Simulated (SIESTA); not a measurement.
Ga, 6 atoms in the cell. The cell holds a slab with vacuum, 6 atoms: a = 2.766 Å, b = 3.332 Å, c = 24.970 Å, α = 90.00°, β = 90.00°, γ = 87.98°. The slab is cut from a database's or a generator's crystal, which needn't be the stable form of the element. The cell isn't the ideal one: relaxed by the run before.

- Program: SIESTA 5.4.2
- Task: electrostatic potential
- Functional: PBEsol
- Potentials or basis: PseudoDojo 0.4 standard (PBEsol files)
- Basis: DZP (energy shift 0.003 Ry; two zetas on semicore shells)
- Grid cutoff: 800 Ry
- Energy shift: 0.003 Ry
- k mesh: 8 × 6 × 1
- Occupations: fermi-dirac, width 0.05 eV
- Spin: no spin polarisation
- dipole correction: yes

Potentials or basis: PseudoDojo 0.4 standard (PBEsol files), DZP (energy shift 0.003 Ry; two zetas on semicore shells).

Command:

```console
$ siesta < Ga.fdf > Ga.out 2>&1
```

Hardware: 1 thread of Arm Neoverse V2, on a shared host.

**Question.** Estimate the wall time of this run.

**Answer.** It took 7 min on 1 thread of Arm Neoverse V2 (shared host), peak memory 1.1 GiB. Counts: scf iterations 14, k points 28, bands 138.
